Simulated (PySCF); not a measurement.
**Mo(NH)Br4: geometry, NMR shifts and electronic excitations**

What NMR shifts and electronic excitations should Mo(NH)Br4 (`[NH]=[Mo]([Br])([Br])([Br])[Br]`) show?

The runs use PySCF 2.14.0, with density-fitted response routines of our own; the level of theory stands in each step. All values are computed, except where a source is named. Atoms count from 0, in the outputs and in this text.

### Step 1. The starting structure

7 atoms, charge 0, multiplicity 1; geometry from: GFN2-xTB. The atoms were then displaced at random by about 0.03 Å, so the start is not that level's minimum.

Bonds of the start (Å): Mo0–N1 1.71, Mo0–Br3 2.50, Mo0–Br4 2.52, Mo0–Br5 2.53, Mo0–Br6 2.39, N1–H2 0.99.

### Step 2. Optimising the geometry at PBE0-D3(BJ)/def2-SVP

The job: settings as JSON, then the geometry in Å.

```
{"job": {"xc": "PBE0", "basis": "def2-SVP", "d3": "d3bj", "grid": 1, "maxiter": 40, "shake": 0.03, "kind": "geom"}, "charge": 0, "multiplicity": 1}
Mo     0.057330    -0.082060    -0.286150
N      0.001240     0.012590     1.421760
H     -0.028700     0.037150     2.415350
Br     2.464750     0.006070    -0.942770
Br    -0.036320     2.346260    -0.958970
Br    -2.399660    -0.017340    -0.878980
Br     0.033210    -2.404680    -0.838790
```

On the command line:

```console
OMP_NUM_THREADS=1 python probes_run.py task.json out
```

One launch serves the whole session: the jobs run in the order shown.

The log of the run:

```text
step   0  E = -10417.80127507  max force = 0.067211
step   1  E = -10417.80599687  max force = 0.029796
step   2  E = -10417.80731636  max force = 0.003591
step   3  E = -10417.80747767  max force = 0.001608
step   4  E = -10417.80753104  max force = 0.001227
step   5  E = -10417.80750863  max force = 0.002848
step   6  E = -10417.80750257  max force = 0.002933
step   7  E = -10417.80752059  max force = 0.002573
step   8  E = -10417.80753474  max force = 0.002110
step   9  E = -10417.80754604  max force = 0.001709
step  10  E = -10417.80755448  max force = 0.001311
step  11  E = -10417.80756020  max force = 0.000910
step  12  E = -10417.80756282  max force = 0.000707
step  13  E = -10417.80756280  max force = 0.000712
step  14  E = -10417.80756293  max force = 0.000731
optimisation converged
```

Run time: 17 min. Hardware: 1 thread of Intel Xeon at 2.50GHz, shared host; peak memory 1.2 GiB.

Along the way:

```csv
step,energy from step 0 (eV),largest force component (eV/Å)
0,0.0000,3.4561
1,-0.1285,1.5322
2,-0.1644,0.1847
3,-0.1688,0.0827
4,-0.1702,0.0631
5,-0.1696,0.1465
6,-0.1695,0.1508
7,-0.1699,0.1323
8,-0.1703,0.1085
9,-0.1706,0.0879
10,-0.1709,0.0674
11,-0.1710,0.0468
12,-0.1711,0.0364
13,-0.1711,0.0366
14,-0.1711,0.0376
```

Close pairs (by a distance rule), those that changed most:

```csv
bond,before (Å),after (Å),change (Å)
Mo0–Br6,2.388,2.459,+0.071
Mo0–Br4,2.522,2.455,-0.067
Mo0–Br5,2.528,2.463,-0.065
Mo0–N1,1.711,1.667,-0.044
Mo0–Br3,2.497,2.464,-0.033
N1–H2,0.994,1.020,+0.026
```

The next job starts from the end point, and lists it.

```csv
at the end point,value
point group (found at 0.08 Å tolerance),C4v
"rotational constants (GHz, main isotopes)","0.508, 0.504, 0.278"
dipole moment (D),2.94
```

### Step 3. NMR shieldings: PBE0/def2-TZVP+pcSseg-1

The job: settings as JSON, then the geometry in Å.

```
{"job": {"kind": "nmr", "xc": "PBE0", "basis": {"default": "pcSseg-1", "Mo": "def2-TZVP"}}, "charge": 0, "multiplicity": 1}
Mo     0.018236    -0.048024    -0.318020
N     -0.006173     0.108794     1.341577
H     -0.020190     0.212898     2.356166
Br     2.428840    -0.086425    -0.826761
Br     0.022721     2.286277    -1.076807
Br    -2.378234    -0.092368    -0.885187
Br     0.026651    -2.483162    -0.659518
```

Level: GIAO PBE0/pcSseg-1 Mo:def2-TZVP NMR shielding, scalar relativity only through core potentials, gas phase.

The log of the run:

```text
coarse grid: 45096 points
cycle   1  E = -10417.9239105277  dE = -1.115e+01  |g| = 1.382e+00  |ddm| = 4.962e+00
cycle   2  E = -10417.8834164752  dE =  4.049e-02  |g| = 8.593e-01  |ddm| = 9.476e-01
cycle   3  E = -10417.6924605080  dE =  1.910e-01  |g| = 1.128e+00  |ddm| = 1.384e+00
cycle   4  E = -10417.9900914030  dE = -2.976e-01  |g| = 2.407e-01  |ddm| = 8.994e-01
cycle   5  E = -10417.9912044029  dE = -1.113e-03  |g| = 2.219e-01  |ddm| = 2.289e-01
cycle   6  E = -10418.0013330839  dE = -1.013e-02  |g| = 1.426e-02  |ddm| = 1.204e-01
cycle   7  E = -10418.0013764812  dE = -4.340e-05  |g| = 3.952e-03  |ddm| = 1.236e-02
cycle   8  E = -10418.0013811721  dE = -4.691e-06  |g| = 7.191e-04  |ddm| = 4.669e-03
final grid: 83064 points
cycle   9  E = -10418.0012599651  dE =  2.386e-07  |g| = 1.355e-03  |ddm| = 2.361e-03
cycle  10  E = -10418.0012563511  dE =  3.614e-06  |g| = 4.157e-03  |ddm| = 4.429e-03
cycle  11  E = -10418.0012602057  dE = -3.855e-06  |g| = 1.010e-03  |ddm| = 3.177e-03
cycle  12  E = -10418.0012604187  dE = -2.129e-07  |g| = 1.740e-04  |ddm| = 7.855e-04
cycle  13  E = -10418.0012604253  dE = -6.601e-09  |g| = 4.546e-05  |ddm| = 1.618e-04
cycle  14  E = -10418.0012604258  dE = -5.566e-10  |g| = 5.541e-06  |ddm| = 5.047e-05
converged SCF energy = -10418.0012604258

GIAO shielding tensors (ppm)
atom      isotropic    diamagn.    paramagn.     s11        s22        s33       span
  0 Mo         nan         nan         nan        nan        nan        nan        nan
  1 N     -190.566     325.368    -515.934   -345.385   -339.366    113.054    458.438
  2 H       24.836      29.121      -4.285     24.299     24.372     25.837      1.538
  3 Br     821.225    3121.086   -2299.860     37.766    827.986   1597.924   1560.158
  4 Br     818.640    3121.129   -2302.489     35.920    818.815   1601.185   1565.265
  5 Br     822.448    3121.113   -2298.664     34.436    825.766   1607.143   1572.707
  6 Br     806.996    3121.124   -2314.128      1.008    821.714   1598.265   1597.258
```

Run time: 3.1 min. Hardware: 1 thread of Intel Xeon at 2.50GHz, shared host; peak memory 1.5 GiB.

The references, computed at this level on geometries of the same kind, shield at (ppm): 1H TMS 31.27, 15N NH3 265.7, 79Br HBr 2584. Their shielding less the atom's gives the shift. The references are single molecules in the gas phase, so shifts against H2O, NH3, PH3, H3PO4 or CFCl3 are not on the usual liquid scales and can be off by tens of ppm. Atoms listed in one row are averaged.

```csv
atoms,environment,σ (ppm),δ (ppm)
H2,hydrogen on a nitrogen bonded to Mo,24.84,6.43
N1,"nitrogen bonded to Mo, H",-190.6,456.2
"Br3, Br4, Br5, Br6",bromine bonded to Mo,817,1767
```

Atoms past Kr carry core potentials, so their printed shieldings have no meaning and are left out of the table.

The run also stored atomic charges by several schemes (e):

```csv
atoms,Mulliken,ESP fit
Mo0,0.89,0.33
N1,-0.41,-0.47
"Br3, Br4, Br5, Br6",-0.18,-0.08
```

Mayer bond orders: Mo0–N1 2.08, Mo0–Br3 1.09, Mo0–Br4 1.09, Mo0–Br5 1.09, Mo0–Br6 1.09.

With diffuse functions Mulliken charges and Mayer bond orders lose their meaning; the other schemes are steadier.

The fields below are evaluated on a grid from the run's orbitals.

Frontier orbitals at PBE0/def2-TZVP+pcSseg-1, with the share of their density that lies nearest to each atom:

```csv
orbital,energy (eV),lies on
HOMO,-7.75,4 Br atoms about 25 % each
LUMO,-5.23,Mo0 63 %; 4 Br atoms about 9 % each
```

ELF in a plane through or near 4 of the atoms.

Ten even steps from '0' (0.00) to '9' (0.85):
```
0000000000000000000000000000
0000000000000111000000000000
0000000000123444321000000000
0000000001578999874100000000
0000000002799534997410000000
0000000000696375698200000000
0001356530268333883000000000
0013689984137888740125531000
0025896248522342225899964100
0126956565637997367335986200
0126972637638997374794696200
0015799996312432267334985200
0002466421368875216999964100
0000111002883268411577642000
0000000028947837950001100000
0000000148973439971000000000
0000000025899999752000000000
0000000002345554310000000000
0000000000011111000000000000
0000000000000000000000000000
```
The map spans 10.0 Å across and 10.1 Å up, centred on the molecule. Atoms in the plane (x, y in Å): Br3 (-2.4, 0.2), Br4 (0.2, 2.3), Br5 (2.4, -0.3), Br6 (-0.3, -2.4).

On the surface of density 0.002 e/bohr³ the electrostatic potential runs, from the 1st to the 99th percentile, from -0.36 V near Br5 to 3.03 V near H2.

### Step 4. Ultraviolet spectrum: B3LYP/def2-SVPD

Same as in step 3 but for these lines:

```diff
@@ -1,2 +1,2 @@
-{"job": {"kind": "nmr", "xc": "PBE0", "basis": {"default": "pcSseg-1", "Mo": "def2-TZVP"}}, "charge": 0, "multiplicity": 1}
+{"job": {"kind": "uv", "xc": "B3LYP", "basis": "def2-SVPD", "ip": true, "nstates": 10}, "charge": 0, "multiplicity": 1}
 Mo     0.018236    -0.048024    -0.318020
```

Level: TDDFT B3LYP/def2-SVPD, vertical, gas phase, core orbitals frozen in the response.

The log of the run:

```text
coarse grid: 45096 points
cycle   1  E = -10419.1181541285  dE = -1.165e+01  |g| = 5.770e-01  |ddm| = 5.522e+00
cycle   2  E = -10418.8698292740  dE =  2.483e-01  |g| = 1.242e+00  |ddm| = 1.610e+00
cycle   3  E = -10419.1074380524  dE = -2.376e-01  |g| = 6.142e-01  |ddm| = 1.292e+00
cycle   4  E = -10419.1810090445  dE = -7.357e-02  |g| = 2.425e-01  |ddm| = 6.558e-01
cycle   5  E = -10419.1963682656  dE = -1.536e-02  |g| = 7.169e-02  |ddm| = 3.120e-01
cycle   6  E = -10419.1975570227  dE = -1.189e-03  |g| = 1.172e-02  |ddm| = 8.180e-02
cycle   7  E = -10419.1975780978  dE = -2.108e-05  |g| = 1.716e-03  |ddm| = 1.311e-02
cycle   8  E = -10419.1975786909  dE = -5.931e-07  |g| = 6.729e-04  |ddm| = 4.356e-03
final grid: 83064 points
cycle   9  E = -10419.1974635799  dE =  2.048e-07  |g| = 1.239e-03  |ddm| = 4.564e-03
cycle  10  E = -10419.1974618372  dE =  1.743e-06  |g| = 2.816e-03  |ddm| = 5.690e-03
cycle  11  E = -10419.1974639220  dE = -2.085e-06  |g| = 6.393e-04  |ddm| = 3.701e-03
cycle  12  E = -10419.1974640119  dE = -8.995e-08  |g| = 1.799e-04  |ddm| = 7.209e-04
cycle  13  E = -10419.1974640188  dE = -6.887e-09  |g| = 5.531e-05  |ddm| = 1.969e-04
cycle  14  E = -10419.1974640196  dE = -8.149e-10  |g| = 3.265e-06  |ddm| = 6.888e-05
converged SCF energy = -10419.1974640196

Static polarisability (au): isotropic 157.097, principal 108.382 181.047 181.861

Singlet excitations
state   eV       nm        f      main configurations
  1   1.4977    827.8   0.00000   H->L 0.99
  2   1.8170    682.4   0.00001   H-3->L 1.00
  3   1.8862    657.3   0.00565   H-4->L 0.47, H-1->L 0.30, H-2->L 0.22
  4   1.9070    650.2   0.00683   H-5->L 0.48, H-2->L 0.30, H-1->L 0.21
  5   2.1480    577.2   0.03720   H-1->L 0.44, H-4->L 0.28, H-5->L 0.24
  6   2.1510    576.4   0.03737   H-2->L 0.45, H-5->L 0.27, H-4->L 0.24
  7   2.8392    436.7   0.00000   H-6->L 1.00
  8   3.0691    404.0   0.00061   H->L+1 1.00
  9   3.0840    402.0   0.00052   H->L+2 1.00
 10   3.3814    366.7   0.00421   H-8->L 0.73, H-7->L 0.21

Triplet excitations (Tamm-Dancoff, eV): 0.8978 1.5453 1.5490 1.7159
Vertical ionisation energy (delta-SCF) = 9.3051 eV
Vertical electron affinity (delta-SCF) = 3.8370 eV
```

Wall time 13 min (1 thread of Intel Xeon at 2.50GHz, shared host); peak memory 1.3 GiB.

Frontier orbitals and where they lie:

```csv
orbital,eV,atoms
HOMO−3,-8.20,"Br3 25 %, Br5 25 %, Br6 24 %"
HOMO−2,-8.12,"Br3 25 %, Br5 25 %, Br4 22 %"
HOMO−1,-8.12,"Br4 24 %, Br5 23 %, Br6 23 %"
HOMO,-7.47,"Br4 25 %, Br5 25 %, Br3 25 %"
LUMO,-5.34,"Mo0 63 %, Br6 9 %, Br4 9 %"
LUMO+1,-3.43,"Mo0 52 %, N1 29 %, Br5 7 %"
LUMO+2,-3.42,"Mo0 52 %, N1 29 %, Br4 8 %"
```

With each of the 10 states as a Gaussian band of 0.4 eV half-width at 1/e, the curve within the window shown has maxima at 584 nm (ε 3,400), 372 nm (ε 200) L/(mol cm). Beyond the last state computed it falls off for lack of states. The curve at chosen wavelengths:

nm, ε (L/mol/cm) and a bar:
```
      337        102 #
      379        195 ##
      421        151 #
      462        540 #####
      504       1721 ###############
      546       2962 ##########################
      588       3371 ##############################
      629       2967 ##########################
      671       2211 ####################
      713       1488 #############
      755        943 ########
      796        585 #####
      838        353 ###
      880        212 ##
      922        128 #
      963         79 #
     1005         48 
     1047         30 
     1089         19 
     1130         12 
     1172          8 
     1214          5 
     1256          4 
     1297          2 
     1339          2 
     1381          1
```

Leading natural transition orbitals of singlet state 6: the hole lies on 4 Br atoms about 24 % each; the particle on Mo0 63 %; 4 Br atoms about 9 % each.

Leading natural transition orbitals of singlet state 1: the hole lies on 4 Br atoms about 25 % each; the particle on Mo0 63 %; 4 Br atoms about 9 % each.

Ground-state properties from the same run:

```csv
property,computed
dipole moment (D),2.92
polarisability (Å³),23.28
HOMO–LUMO gap (eV),2.13
−ε(HOMO) (eV),7.47
```

### Step 5. NMR shieldings: B3LYP/def2-TZVP+pcSseg-1

Same as in step 4 but for these lines:

```diff
@@ -1,2 +1,2 @@
-{"job": {"kind": "uv", "xc": "B3LYP", "basis": "def2-SVPD", "ip": true, "nstates": 10}, "charge": 0, "multiplicity": 1}
+{"job": {"kind": "nmr", "xc": "B3LYP", "basis": {"default": "pcSseg-1", "Mo": "def2-TZVP"}, "pop": false}, "charge": 0, "multiplicity": 1}
 Mo     0.018236    -0.048024    -0.318020
```

Method: GIAO B3LYP/pcSseg-1 Mo:def2-TZVP NMR shielding, scalar relativity only through core potentials, gas phase.

The log of the run:

```text
coarse grid: 45096 points
cycle   1  E = -10419.3275916837  dE = -1.106e+01  |g| = 1.471e+00  |ddm| = 4.895e+00
cycle   2  E = -10419.2099247103  dE =  1.177e-01  |g| = 1.086e+00  |ddm| = 1.161e+00
cycle   3  E = -10418.9227279752  dE =  2.872e-01  |g| = 1.424e+00  |ddm| = 1.770e+00
cycle   4  E = -10419.3994603718  dE = -4.767e-01  |g| = 3.332e-01  |ddm| = 1.124e+00
cycle   5  E = -10419.3983939377  dE =  1.066e-03  |g| = 3.404e-01  |ddm| = 3.373e-01
cycle   6  E = -10419.4215970142  dE = -2.320e-02  |g| = 2.418e-02  |ddm| = 1.738e-01
cycle   7  E = -10419.4217306220  dE = -1.336e-04  |g| = 6.234e-03  |ddm| = 1.973e-02
cycle   8  E = -10419.4217418876  dE = -1.127e-05  |g| = 1.640e-03  |ddm| = 7.597e-03
cycle   9  E = -10419.4217423561  dE = -4.685e-07  |g| = 9.744e-04  |ddm| = 3.041e-03
final grid: 83064 points
cycle  10  E = -10419.4216527799  dE =  1.098e-06  |g| = 2.271e-03  |ddm| = 4.389e-03
cycle  11  E = -10419.4216455884  dE =  7.191e-06  |g| = 5.590e-03  |ddm| = 8.687e-03
cycle  12  E = -10419.4216541328  dE = -8.544e-06  |g| = 7.714e-04  |ddm| = 5.817e-03
cycle  13  E = -10419.4216542831  dE = -1.504e-07  |g| = 1.190e-04  |ddm| = 7.465e-04
cycle  14  E = -10419.4216542849  dE = -1.766e-09  |g| = 6.859e-05  |ddm| = 9.419e-05
cycle  15  E = -10419.4216542860  dE = -1.124e-09  |g| = 4.833e-06  |ddm| = 5.155e-05
cycle  16  E = -10419.4216542860  dE =  7.276e-12  |g| = 1.559e-06  |ddm| = 7.414e-06
converged SCF energy = -10419.4216542860

GIAO shielding tensors (ppm)
atom      isotropic    diamagn.    paramagn.     s11        s22        s33       span
  0 Mo         nan         nan         nan        nan        nan        nan        nan
  1 N     -190.487     325.347    -515.834   -339.261   -333.232    101.031    440.292
  2 H       24.938      29.375      -4.437     24.650     24.763     25.400      0.751
  3 Br     715.910    3121.761   -2405.850    -69.123    705.628   1511.225   1580.348
  4 Br     716.224    3121.809   -2405.585    -67.815    701.217   1515.272   1583.087
  5 Br     717.134    3121.791   -2404.656    -72.716    703.663   1520.456   1593.172
  6 Br     703.690    3121.795   -2418.105   -102.775    701.347   1512.499   1615.274
```

Run time: 2.2 min. Hardware: 1 thread of Intel Xeon at 2.50GHz, shared host; peak memory 1.4 GiB.

This run: δ N1 454.0, Br3 1831, H2 6.45 ppm (means over like atoms).

### Step 6. Run by run: NMR shifts

Shifts (ppm), means over like atoms, with basis size and wall time:

```csv
run,H2,N1,Br3,functions,time
PBE0/def2-TZVP+pcSseg-1,6.43,456.2,1767,226,3.1 min
B3LYP/def2-TZVP+pcSseg-1,6.45,454.0,1831,226,2.2 min
```

### Step 7. Outcome

```
                                                                          quantity                        value
                                                                       point group                          C4v
                                              rotational constants (main isotopes)         0.51, 0.50, 0.28 GHz
                                   1H shifts against TMS (PBE0/def2-TZVP+pcSseg-1)                     6.43 ppm
                                  15N shifts against NH3 (PBE0/def2-TZVP+pcSseg-1)                    456.2 ppm
79Br shifts against HBr (PBE0/def2-TZVP+pcSseg-1, means over atoms taken as alike)                     1767 ppm
                                             surface potential, 1st and 99th percentile           -0.36 V and 3.03 V
                                                  lowest singlet (B3LYP/def2-SVPD)  1.50 eV (828 nm), f = 0.000
                                          brightest single state of those computed  state 6, 2.15 eV, f = 0.037
                                                                    lowest triplet                      0.90 eV
                                                 vertical ionisation energy (ΔSCF)                      9.31 eV
                                                 vertical electron affinity (ΔSCF)                      3.84 eV
                                                         range of the shift of Br3             1767 to 1831 ppm
```

In words: The start was shaken at random, so part of the energy gained undoes that. The optimisation took 14 steps and gained 0.171 eV; among the close pairs (by a distance rule), Mo0–Br6 changed most, from 2.388 to 2.459 Å. At PBE0/def2-TZVP+pcSseg-1: The largest span, 1574 ppm, is at Br3, Br4, Br5, Br6, where the paramagnetic term is -2304 ppm. The lowest singlet, at 1.50 eV, is HOMO→LUMO 0.99 and is dark; of the 10 states computed, the strongest absorption comes from states 5 to 6 together at 2.15 eV. State 5 absorbs in the visible (577 nm). The lowest triplet lies 0.60 eV below the lowest singlet (triplets in Tamm-Dancoff, singlets in full TDDFT). ΔSCF puts the ionisation energy at 9.31 eV, 1.84 eV above −ε(HOMO). Across the 2 runs the shift of Br3 (with its like atoms) moves most, between 1767 (PBE0/def2-TZVP+pcSseg-1) and 1831 ppm (B3LYP/def2-TZVP+pcSseg-1). Spin-orbit coupling is left out, which matters for shieldings and couplings at and beside the heavy atoms.
